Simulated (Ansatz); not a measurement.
# Br: the cost of one run

Computed, not measured: Ansatz 0.2.0, DFT, PBEsol, no spin polarisation, plane waves, PAW.

**1. The system as given**

It takes space group Cmce (No. 64, orthorhombic). Conventional cell: a = 6.486 Å, b = 4.639 Å, c = 8.606 Å, α = 90.00°, β = 90.00°, γ = 90.00°. Br (site symmetry m) has 1 Br at 2.10 Å as nearest neighbours.

Symmetry-reduced, conventional setting; the input below types the cell that was run:

```cif
data_structure
_symmetry_space_group_name_H-M 'Cmce'
_symmetry_Int_Tables_number 64
_cell_length_a 6.4862
_cell_length_b 4.6392
_cell_length_c 8.6060
_cell_angle_alpha 90.000
_cell_angle_beta 90.000
_cell_angle_gamma 90.000
_cell_volume 258.96
loop_
_atom_site_label
_atom_site_type_symbol
_atom_site_symmetry_multiplicity
_atom_site_Wyckoff_symbol
_atom_site_fract_x
_atom_site_fract_y
_atom_site_fract_z
_atom_site_occupancy
Br1 Br 8 f 0.50000 0.62370 0.10250 1
```

The first density is read from a saved solution for the starting cell.

**2. The walk to rest**

The input, input.yaml:

```yaml
crystal:
  lattice:
    - [3.243079, 2.319599, 0.0]
    - [3.243079, -2.319599, 0.0]
    - [0.0, 0.0, -8.605957]
  atoms:
    - { symbol: Br, position: [0.1237, 0.8763, 0.8975] }
    - { symbol: Br, position: [0.3763, 0.6237, 0.3975] }
    - { symbol: Br, position: [0.8763, 0.1237, 0.1025] }
    - { symbol: Br, position: [0.6237, 0.3763, 0.6025] }
  symmetry: { tolerance: 0.0003 }
kpoints:
  mp_grid: { grid: [7, 7, 3], shift: [0, 0, 0] }
magnetization:
  spin_polarized: false
scf:
  occupations: { method: fermi_dirac }
  lower_state_search: "off"
hamiltonian:
  pseudopotentials: { kind: paw }
  xc: pbesol
basis:
  ecutwfc: 420
  fft_grid_basis: typed
relax:
  max_steps: 40
output:
  forces: true
  stress: true
  eigenvalues: true
  bader: true
  populations: true
  elf: true
  write_potential: true
  volumetric_format: npy
  dos:
    e_range: [-12, 8]
    de: 0.05
    projected: { site_lists: { Br: [Br] } }
checkpoint:
  read: saved_state
```

Started as:

```bash
$ ansatz run input.yaml --threads 2 --pin off --max-ram 3584MiB --backend cpu --events-out ev --progress --plain --runs-dir out
```

Q: Estimate wall time and peak memory on 2 threads of Arm Neoverse V1, shared host.

About 27 s, with a peak of 0.39 GiB.
